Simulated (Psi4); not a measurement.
# GeHF2 (SMILES [F][GeH][F]): UPBE/cc-pVDZ (sweep point 5)

Aim: the vertical electron affinity of GeHF2 at UPBE/cc-pVDZ (sweep point 5), from 2 runs. 

Program for the calculation: Psi4 1.11.

4 further runs of the same task are left out: 4 set aside as unsound or not needed.

### Step 1. The structure to begin with

The species is GeHF2 (4 atoms), meant as a doublet with charge 0. SMILES: `[F][GeH][F]`. Geometry: relaxed at PBE0-D4/def2-TZVP.

Bond lengths: F1–Ge2 1.732 Å, Ge2–F3 1.732 Å, Ge2–H4 1.564 Å. Angles: F1–Ge2–F3 103.8°, F1–Ge2–H4 106.9°, F3–Ge2–H4 107.0°.

### Step 2. The energy at UPBE/cc-pVDZ (sweep point 5)

Input file f2geh.inp:

```
memory 1600 MB

molecule {
  0 2
  F     -0.250300    -0.050400     1.551900
  Ge     0.499400    -0.086500    -0.009500
  F     -0.446800    -1.234800    -0.896800
  H      0.253200     1.311400    -0.665800
  symmetry c1
}

set {
  basis cc-pVDZ
  reference uks
  puream true
  scf_type pk
  dft_radial_points 75
  dft_spherical_points 302
  maxiter 100
}

e_tot, wfn = energy("pbe", return_wfn=True)
print_variables()
```

Started as:

```
$ psi4 -n 1 f2geh.inp f2geh.out
```

f2geh.out:

```text
[...]
  Running in c1 symmetry.
[...]
  Nuclear repulsion =  206.082072780868685
[...]
  Multiplicity = 2
[...]
  Nalpha       = 26
  Nbeta        = 25
[...]
    Number of basis functions: 60
[...]
   @UKS iter   1: -2276.24837950313486   -2.97645e+00   1.73668e-02 DIIS/ADIIS
[...]
   @UKS iter   9: -2276.78008420321203   -4.14184e-09   9.49713e-07 DIIS
[...]
   @S^2 Observed:                7.518990541E-01
[...]
    Orbital Energies [Eh]
    ---------------------
    Alpha Occupied:
       1A   -397.148562     2A    -49.255161     3A    -43.870271
       4A    -43.869575     5A    -43.869129     6A    -24.260359
       7A    -24.260346     8A     -6.047110     9A     -4.262890
      10A     -4.262592    11A     -4.259746    12A     -1.181564
      13A     -1.172034    14A     -1.162926    15A     -1.162242
      16A     -1.161248    17A     -1.061907    18A     -1.037677
      19A     -0.518587    20A     -0.402408    21A     -0.395975
      22A     -0.369056    23A     -0.341735    24A     -0.332766
      25A     -0.332263    26A     -0.219185
    Alpha Virtual:
[...]
  @UKS Final Energy: -2276.78008420321203
   => Energetics <=
    Nuclear Repulsion Energy =            206.0820727808686854
    One-Electron Energy =               -3583.5301472781093253
    Two-Electron Energy =                1200.5026130771343560
    DFT Exchange-Correlation Energy =     -99.8346227831058428
    Empirical Dispersion Energy =           0.0000000000000000
    VV10 Nonlocal Energy =                  0.0000000000000000
    Total Energy =                      -2276.7800842032120272
[...]
 Multipole Moments:
 ------------------------------------------------------------------------------------
     Multipole            Electronic (a.u.)      Nuclear  (a.u.)        Total (a.u.)
 ------------------------------------------------------------------------------------
 L = 1.  Multiply by 2.5417464519 to convert [e a0] to [Debye]
 Dipole X            :          2.2226035           -1.5990694            0.6235341
 Dipole Y            :         -0.0922763            0.5568260            0.4645497
 Dipole Z            :         -0.1340218           -0.1408755           -0.2748973
 Magnitude           :                                                    0.8247240
[...]
```

Run time: 7.2 s. Hardware: 1 thread of Intel Xeon 6975P-C (Granite Rapids), shared host; peak memory 0.55 GiB.

### Step 3. The singlet anion

Input file job.dat:

```
memory 1600 mb

molecule {
  -1 1
  F     -0.250300    -0.050400     1.551900
  Ge     0.499400    -0.086500    -0.009500
  F     -0.446800    -1.234800    -0.896800
  H      0.253200     1.311400    -0.665800
  symmetry c1
}

set basis cc-pVDZ
set reference rks
set puream true
set scf_type pk
set dft_radial_points 75
set dft_spherical_points 302

result, w = energy("pbe", return_wfn=True)
```

Started as:

```
$ psi4 -n 1 job.dat job.out
```

job.out:

```text
[...]
  Running in c1 symmetry.
[...]
  Nuclear repulsion =  206.082072780868685
[...]
  Multiplicity = 1
[...]
  Nalpha       = 26
  Nbeta        = 26
[...]
    Number of basis functions: 60
[...]
   @RKS iter   1: -2276.12964702342470   -2.85772e+00   1.85995e-02 DIIS/ADIIS
[...]
   @RKS iter   8: -2276.82444592625234   -2.44077e-07   7.04077e-07 DIIS
[...]
    Orbital Energies [Eh]
    ---------------------
    Doubly Occupied:
       1A   -396.840185     2A    -48.948221     3A    -43.562905
       4A    -43.562608     5A    -43.561908     6A    -23.996584
       7A    -23.996574     8A     -5.739445     9A     -3.956681
      10A     -3.954434    11A     -3.949697    12A     -0.883039
      13A     -0.869807    14A     -0.854770    15A     -0.853725
      16A     -0.851872    17A     -0.797086    18A     -0.772590
      19A     -0.246262    20A     -0.145418    21A     -0.133202
      22A     -0.112141    23A     -0.088043    24A     -0.084452
      25A     -0.073260    26A      0.082224
[...]
  @RKS Final Energy: -2276.82444592625234
   => Energetics <=
    Nuclear Repulsion Energy =            206.0820727808686854
    One-Electron Energy =               -3598.0087876299030540
    Two-Electron Energy =                1215.2529754823954136
    DFT Exchange-Correlation Energy =    -100.1507065596132833
    Empirical Dispersion Energy =           0.0000000000000000
    VV10 Nonlocal Energy =                  0.0000000000000000
    Total Energy =                      -2276.8244459262523378
[...]
 Multipole Moments:
 ------------------------------------------------------------------------------------
     Multipole            Electronic (a.u.)      Nuclear  (a.u.)        Total (a.u.)
 ------------------------------------------------------------------------------------
 L = 1.  Multiply by 2.5417464519 to convert [e a0] to [Debye]
 Dipole X            :          1.3397640           -1.5990694           -0.2593054
 Dipole Y            :         -0.5551213            0.5568260            0.0017048
 Dipole Z            :          0.1607581           -0.1408755            0.0198826
 Magnitude           :                                                    0.2600721
[...]
```

Wall time 6.3 s (1 thread of Intel Xeon 6975P-C (Granite Rapids), shared host); peak memory 0.55 GiB.

### Step 4. Results

At UPBE/cc-pVDZ (sweep point 5):

```
                                                            quantity           value
                                         doublet GeHF2: total energy  -2276.78008 Eh
                                        doublet GeHF2: dipole moment          2.10 D
                   doublet GeHF2: HOMO energy (highest over α and β)        -5.96 eV
                    doublet GeHF2: LUMO energy (lowest over α and β)        -4.62 eV
                                                 doublet GeHF2: ⟨S²⟩           0.752
                                         singlet anion: total energy  -2276.82445 Eh
                                          singlet anion: HOMO energy         2.24 eV
                                          singlet anion: LUMO energy         6.23 eV
singlet anion: HOMO–LUMO gap (to an unbound level, set by the basis)         4.00 eV
                   vertical electron affinity (to the singlet anion)        1.207 eV
```

What this shows: At fixed nuclei the extra electron is bound by 1.21 eV (116 kJ/mol). The basis has no diffuse functions, so the error can be as large as this value. The HOMO (singlet anion) lies at positive energy, 2.24 eV, as semi-local functionals often give for anions; only total energies tell whether the electron is bound.
